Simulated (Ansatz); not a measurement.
**C2H5AlO2S: how energies converge with the basis set**

How large a basis does C2H5AlO2S need? Two functionals are run in growing sets.

Computed with Ansatz 0.2.0, Gaussian basis. Level: one geometry, several basis sets.

The runs, in order: PBE0-D4/def2-SVP; ωB97M-V/def2-SVP; PBE0-D4/def2-QZVPP; ωB97M-V/def2-QZVPP; the functionals' def2-TZVPP values are taken from earlier runs.

### Step 1. Structure used throughout

The geometry comes from an earlier relaxation with PBE0-D4 in a triple-zeta def2 set; it is a stationary point, not always the lowest conformer.

SMILES `[OH][Al]1[CH2]SC[O]1`, 11 atoms, charge 0, spin multiplicity 1.

Atoms are counted from 1 here; the program's logs count them from 0.

Bond lengths: O1–Al2 1.683 Å, O1–H7 0.955 Å, Al2–C3 1.941 Å, Al2–O6 1.715 Å, C3–S4 1.818 Å, C3–H8 1.092 Å, C3–H9 1.091 Å, S4–C5 1.845 Å, C5–O6 1.391 Å, C5–H10 1.094 Å, C5–H11 1.095 Å. Angles: Al2–O1–H7 125.2°, O1–Al2–C3 131.0°, O1–Al2–O6 124.5°, C3–Al2–O6 104.6°, Al2–C3–S4 96.4°, Al2–C3–H8 118.6°, Al2–C3–H9 112.7°, S4–C3–H8 112.4°, S4–C3–H9 107.2°, H8–C3–H9 108.7°, C3–S4–C5 99.0°, S4–C5–O6 112.8°, S4–C5–H10 104.4°, S4–C5–H11 108.8°, O6–C5–H10 111.2°, O6–C5–H11 110.4°, H10–C5–H11 108.9°, Al2–O6–C5 111.8°.

### Step 2. PBE0-D4 in def2-SVP

The input, in.yaml:

```yaml
crystal:
  periodic: [false, false, false]
  atoms:
    - {symbol: O, position_ang: [0.303763, -2.711676, -0.114581]}
    - {symbol: Al, position_ang: [0.079211, -1.044667, -0.060586]}
    - {symbol: C, position_ang: [0.365006, 0.321928, -1.408527]}
    - {symbol: S, position_ang: [0.703505, 1.681719, -0.251060]}
    - {symbol: C, position_ang: [-0.437296, 1.191076, 1.113870]}
    - {symbol: O, position_ang: [-0.478456, -0.184751, 1.313981]}
    - {symbol: H, position_ang: [0.190136, -3.306295, 0.624387]}
    - {symbol: H, position_ang: [-0.450198, 0.555154, -2.096483]}
    - {symbol: H, position_ang: [1.274431, 0.158081, -1.987973]}
    - {symbol: H, position_ang: [-0.046052, 1.707197, 1.995375]}
    - {symbol: H, position_ang: [-1.438652, 1.575435, 0.891996]}
basis:
  gaussian: {orbitals: def2-SVP}
hamiltonian: {xc: pbe0, dispersion: d4}
output: {orbitals: {seedname: orbitals}}
```

Launch:

```sh
ansatz run in.yaml --threads 4 --pin off --events-out ev --progress --plain --max-ram 10444MiB
```

The log of the run:

```text
Functional definition: PBE0
  name "PBE0"
  cite "Adamo & Barone, J. Chem. Phys. 110, 6158 (1999) doi:10.1063/1.478522"
  cite "Perdew, Burke & Ernzerhof, Phys. Rev. Lett. 77, 3865 (1996) doi:10.1103/PhysRevLett.77.3865"
  parent pbe
  parameter a = 0.25
  parameter kappa = 0.804
  parameter beta = 0.06672455060314922
  exchange = (1 - a)*pbe_x(kappa = kappa, mu = beta*pi^2/3) + a*exact_x
  correlation = pbe_c(beta = beta)
1128 factors; integrals over basis functions are off by at most 1.2e-3 eV
mean field evaluation 1: about -23649.6048 eV, gradient 7.4e1 eV
mean field evaluation 2: about -23636.0231 eV, gradient 1.1e2 eV
mean field evaluation 4: about -23660.1774 eV, gradient 4.9e0 eV
mean field evaluation 8: about -23660.4632 eV, gradient 3.0e-1 eV
mean field evaluation 16: about -23660.4634 eV, gradient 1.9e-4 eV
mean field -23660.46341920 eV, -869.5059930173 hartree, gradient 3.4e-5 eV, S^2 0.000000; 0 other end points of the search recorded, 0 dependent functions left out
reference -23660.46344910 eV, -869.5059941161 hartree; 31, 31 occupied and 86, 86 virtual orbitals, 1128 factors
Total energy: -23660.70089004 eV, -869.5147199101 hartree
```

It took 1.4 s on 4 threads of Arm Neoverse V1, shared host.

### Step 3. ωB97M-V in def2-SVP

in.yaml: that of step 2 with these lines changed.

```diff
@@ -16,3 +16,3 @@
   gaussian: {orbitals: def2-SVP}
-hamiltonian: {xc: pbe0, dispersion: d4}
+hamiltonian: {xc: {name: wB97M-V}}
 output: {orbitals: {seedname: orbitals}}
```

Launched as before.

The log of the run:

```text
Functional definition: wB97M-V
  name "wB97M-V"
  cite "Mardirossian & Head-Gordon, J. Chem. Phys. 144, 214110 (2016) doi:10.1063/1.4952647"
  cite "Becke, J. Chem. Phys. 107, 8554 (1997) doi:10.1063/1.475007"
  cite "Vydrov & Van Voorhis, J. Chem. Phys. 133, 244103 (2010) doi:10.1063/1.3521275"
  # Of w^i u^j: cxij and so on, Table III.
  parameter omega = 0.3/bohr
  parameter cx = 0.15
  parameter cx01 = 1.007
  parameter cx10 = 0.259
  parameter css00 = 0.443
  parameter css04 = -1.437
  parameter css10 = -4.535
  parameter css20 = -3.390
  parameter css43 = 4.278
  parameter cos00 = 1.000
  parameter cos10 = 1.358
  parameter cos20 = 2.924
  parameter cos21 = -8.812
  parameter cos60 = -1.390
  parameter cos61 = 9.142
  parameter b = 6.0
  parameter c = 0.01
  gx(w, u) = 1 - cx + cx01*u + cx10*w
  gss(w, u) = css00 + css04*u^4 + css10*w + css20*w^2 + css43*w^4*u^3
  gos(w, u) = cos00 + cos10*w + (cos20 + cos21*u)*w^2 + (cos60 + cos61*u)*w^6
  exchange = spin_sum(e_x_unif_sr(omega)*gx(b97_w, b97_u_x)) + cx*exact_x_sr(omega) + exact_x_lr(omega)
  correlation = spin_sum(e_c_pw_mod_same_spin*gss(b97_w, b97_u_same))
      + integral(e_c_pw_mod_opposite_spin*gos(b97_w_opposite, b97_u_opposite)) + vv10(b, c)
1304 factors; their error is unknown
320 factors; integrals over basis functions are off by at most 8.6e-6 eV
mean field evaluation 1: about -23663.8418 eV, gradient 6.1e1 eV
mean field evaluation 2: about -23663.2138 eV, gradient 6.7e1 eV
mean field evaluation 4: about -23670.9866 eV, gradient 2.1e0 eV
mean field evaluation 8: about -23670.9996 eV, gradient 6.7e-2 eV
mean field evaluation 16: about -23671.0667 eV, gradient 7.0e-5 eV
mean field -23671.06674388 eV, -869.8956580125 hartree, gradient 7.0e-5 eV, S^2 0.000000; 0 other end points of the search recorded, 0 dependent functions left out
reference -23671.06679174 eV, -869.8956597710 hartree; 31, 31 occupied and 86, 86 virtual orbitals, 1304 factors
Total energy: -23671.06679174 eV, -869.8956597710 hartree
```

Wall time 5.5 s (4 threads of Arm Neoverse V1, shared host).

### Step 4. PBE0-D4 in def2-QZVPP

in.yaml: that of step 3 with these lines changed.

```diff
@@ -15,4 +15,4 @@
 basis:
-  gaussian: {orbitals: def2-SVP}
-hamiltonian: {xc: {name: wB97M-V}}
+  gaussian: {orbitals: "def2-QZVPP.json"}
+hamiltonian: {xc: pbe0, dispersion: d4}
 output: {orbitals: {seedname: orbitals}}
```

The command is unchanged.

The log of the run:

```text
Functional definition: PBE0
  name "PBE0"
  cite "Adamo & Barone, J. Chem. Phys. 110, 6158 (1999) doi:10.1063/1.478522"
  cite "Perdew, Burke & Ernzerhof, Phys. Rev. Lett. 77, 3865 (1996) doi:10.1103/PhysRevLett.77.3865"
  parent pbe
  parameter a = 0.25
  parameter kappa = 0.804
  parameter beta = 0.06672455060314922
  exchange = (1 - a)*pbe_x(kappa = kappa, mu = beta*pi^2/3) + a*exact_x
  correlation = pbe_c(beta = beta)
1793 factors; their error is unknown
mean field evaluation 1: about -23660.2488 eV, gradient 9.0e1 eV
mean field evaluation 2: about -23636.1767 eV, gradient 1.4e2 eV
mean field evaluation 4: about -23674.9015 eV, gradient 8.8e0 eV
mean field evaluation 8: about -23675.0564 eV, gradient 2.8e-1 eV
mean field evaluation 16: about -23675.0732 eV, gradient 9.1e-5 eV
mean field -23675.07322887 eV, -870.0428936200 hartree, gradient 2.6e-5 eV, S^2 0.000000; 0 other end points of the search recorded, 0 dependent functions left out
reference -23675.07327083 eV, -870.0428951620 hartree; 31, 31 occupied and 487, 487 virtual orbitals, 1793 factors
Total energy: -23675.31071178 eV, -870.0516209559 hartree
```

Wall time 12 s (4 threads of Arm Neoverse V1, shared host); peak memory 2.2 GiB.

### Step 5. ωB97M-V in def2-QZVPP

in.yaml: that of step 4 with these lines changed.

```diff
@@ -16,3 +16,3 @@
   gaussian: {orbitals: "def2-QZVPP.json"}
-hamiltonian: {xc: pbe0, dispersion: d4}
+hamiltonian: {xc: {name: wB97M-V}}
 output: {orbitals: {seedname: orbitals}}
```

Same command.

The log of the run:

```text
Functional definition: wB97M-V
  name "wB97M-V"
  cite "Mardirossian & Head-Gordon, J. Chem. Phys. 144, 214110 (2016) doi:10.1063/1.4952647"
  cite "Becke, J. Chem. Phys. 107, 8554 (1997) doi:10.1063/1.475007"
  cite "Vydrov & Van Voorhis, J. Chem. Phys. 133, 244103 (2010) doi:10.1063/1.3521275"
  # Of w^i u^j: cxij and so on, Table III.
  parameter omega = 0.3/bohr
  parameter cx = 0.15
  parameter cx01 = 1.007
  parameter cx10 = 0.259
  parameter css00 = 0.443
  parameter css04 = -1.437
  parameter css10 = -4.535
  parameter css20 = -3.390
  parameter css43 = 4.278
  parameter cos00 = 1.000
  parameter cos10 = 1.358
  parameter cos20 = 2.924
  parameter cos21 = -8.812
  parameter cos60 = -1.390
  parameter cos61 = 9.142
  parameter b = 6.0
  parameter c = 0.01
  gx(w, u) = 1 - cx + cx01*u + cx10*w
  gss(w, u) = css00 + css04*u^4 + css10*w + css20*w^2 + css43*w^4*u^3
  gos(w, u) = cos00 + cos10*w + (cos20 + cos21*u)*w^2 + (cos60 + cos61*u)*w^6
  exchange = spin_sum(e_x_unif_sr(omega)*gx(b97_w, b97_u_x)) + cx*exact_x_sr(omega) + exact_x_lr(omega)
  correlation = spin_sum(e_c_pw_mod_same_spin*gss(b97_w, b97_u_same))
      + integral(e_c_pw_mod_opposite_spin*gos(b97_w_opposite, b97_u_opposite)) + vv10(b, c)
1722 factors; their error is unknown
427 factors; integrals over basis functions are off by at most 9.5e-6 eV
mean field evaluation 1: about -23676.2444 eV, gradient 7.4e1 eV
mean field evaluation 2: about -23674.3000 eV, gradient 8.4e1 eV
mean field evaluation 4: about -23685.7598 eV, gradient 3.1e0 eV
mean field evaluation 8: about -23685.7840 eV, gradient 1.1e-1 eV
mean field evaluation 16: about -23685.7870 eV, gradient 6.7e-4 eV
mean field -23685.78697569 eV, -870.4366165534 hartree, gradient 3.0e-5 eV, S^2 0.000000; 0 other end points of the search recorded, 0 dependent functions left out
reference -23685.78704428 eV, -870.4366190744 hartree; 31, 31 occupied and 487, 487 virtual orbitals, 1722 factors
Total energy: -23685.78704428 eV, -870.4366190744 hartree
```

Run time: 26 s. Hardware: 4 threads of Arm Neoverse V1, shared host; peak memory 2.6 GiB.

### Step 6. Density functionals: the series

The def2-TZVPP values come from earlier runs at the same geometry.

```csv
functional,basis,functions,energy (eV),from the largest (eV),HOMO (eV),LUMO (eV)
PBE0-D4,def2-SVP,117,-23660.7009,14.610,-6.32,-0.24
PBE0-D4,def2-TZVPP,278,-23674.4050,0.906,-6.42,-0.48
PBE0-D4,def2-QZVPP,518,-23675.3107,0.000,-6.46,-0.72
ωB97M-V,def2-SVP,117,-23671.0668,14.720,-8.51,1.37
ωB97M-V,def2-TZVPP,278,-23684.9276,0.859,-8.63,1.09
ωB97M-V,def2-QZVPP,518,-23685.7870,0.000,-8.68,0.54
```

### Step 7. Results

| quantity | value |
| --- | --- |
| PBE0-D4: double and triple zeta above quadruple | 14.61, 0.91 eV |
| ωB97M-V: double and triple zeta above quadruple | 14.72, 0.86 eV |

In words: PBE0-D4 gains 13.70 eV from double to triple zeta, then 0.91 eV more. These are total energies; as a rule much of such shifts cancels in differences, which this series doesn't test. The LUMO of ωB97M-V is positive and keeps falling with the basis (1.37 to 0.54 eV): an unbound level that the basis holds in place.

For PBE0-D4 the largest set took about 9 times as long as the smallest (12 s against 1.4 s).
